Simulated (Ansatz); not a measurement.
# C7H7F: how energies converge with the basis set

One table from this session's results is given with a row withheld; the runs are named, their logs left out.

Method: one geometry, several basis sets; program: Ansatz 0.2.0, Gaussian basis.

Levels to be run: PBE0-D4/def2-SVP; ωB97M-V/def2-SVP; PBE0-D4/def2-QZVPP; ωB97M-V/def2-QZVPP; the functionals' def2-TZVPP values are taken from earlier runs.

1 further run of the same task is left out (it didn't finish).

## The geometry

An earlier PBE0-D4 in a triple-zeta def2 set relaxation fixed the geometry.

SMILES `Cc1ccc(F)cc1`, 15 atoms, charge 0, spin multiplicity 1.

Atoms are counted from 1 here; the program's logs count them from 0.

Bond lengths: C1–C2 1.499 Å, C1–H9 1.095 Å, C1–H10 1.092 Å, C1–H11 1.092 Å, C2–C3 1.392 Å, C2–C8 1.392 Å, C3–C4 1.386 Å, C3–H12 1.085 Å, C4–C5 1.380 Å, C4–H13 1.083 Å, C5–F6 1.341 Å, C5–C7 1.380 Å, C7–C8 1.386 Å, C7–H14 1.083 Å, C8–H15 1.085 Å. Angles: C2–C1–H9 111.1°, C2–C1–H10 111.4°, C2–C1–H11 111.4°, H9–C1–H10 107.4°, H9–C1–H11 107.4°, H10–C1–H11 108.1°, C1–C2–C3 121.0°, C1–C2–C8 121.0°, C3–C2–C8 118.0°, C2–C3–C4 121.5°, C2–C3–H12 119.4°, C4–C3–H12 119.1°, C3–C4–C5 118.6°, C3–C4–H13 121.7°, C5–C4–H13 119.7°, C4–C5–F6 119.1°, C4–C5–C7 121.8°, F6–C5–C7 119.1° and more.

Set-up of the first run:

The input, in.yaml:

```yaml
crystal:
  periodic: [false, false, false]
  atoms:
    - {symbol: C, position_ang: [0.706643, -2.066741, 0.469171]}
    - {symbol: C, position_ang: [0.240183, -0.680866, 0.140506]}
    - {symbol: C, position_ang: [0.991810, 0.432939, 0.502920]}
    - {symbol: C, position_ang: [0.556483, 1.720514, 0.230360]}
    - {symbol: C, position_ang: [-0.650821, 1.886588, -0.417126]}
    - {symbol: F, position_ang: [-1.080243, 3.127175, -0.688778]}
    - {symbol: C, position_ang: [-1.425053, 0.809496, -0.797856]}
    - {symbol: C, position_ang: [-0.969228, -0.468607, -0.514664]}
    - {symbol: H, position_ang: [0.337745, -2.384205, 1.449514]}
    - {symbol: H, position_ang: [1.796323, -2.123408, 0.496882]}
    - {symbol: H, position_ang: [0.348203, -2.791369, -0.264227]}
    - {symbol: H, position_ang: [1.941649, 0.293352, 1.008500]}
    - {symbol: H, position_ang: [1.140759, 2.588863, 0.508666]}
    - {symbol: H, position_ang: [-2.364336, 0.977422, -1.310119]}
    - {symbol: H, position_ang: [-1.570115, -1.321120, -0.813759]}
basis:
  gaussian: {orbitals: def2-SVP}
hamiltonian: {xc: pbe0, dispersion: d4}
output: {orbitals: {seedname: orbitals}}
```

On the command line:

```sh
ansatz run in.yaml --threads 2 --pin off --events-out ev --progress --plain --max-ram 32768MiB --backend cpu
```

Steps of the session up to this table: PBE0-D4 in def2-SVP; ωB97M-V in def2-SVP; PBE0-D4 in def2-QZVPP; ωB97M-V in def2-QZVPP.

One of the session's tables, all rows but one given; the rest of the session is left out.

It belongs to the step «Density functionals: the series». 

```
functional       basis  HOMO (eV)  LUMO (eV)
   PBE0-D4    def2-SVP      -6.85      -0.32
   PBE0-D4  def2-TZVPP      -6.88      -0.46
   PBE0-D4  def2-QZVPP      -6.90      -0.51
   ωB97M-V    def2-SVP          ?          ?
   ωB97M-V  def2-TZVPP      -8.95       1.53
   ωB97M-V  def2-QZVPP      -8.97       1.44
```

**Question.** Estimate the row for ωB97M-V, def2-SVP.

The run gave: HOMO (eV): -8.91; LUMO (eV): 1.77. In the column «HOMO (eV)» it lies between ωB97M-V, def2-TZVPP (-8.95) and PBE0-D4, def2-QZVPP (-6.90).
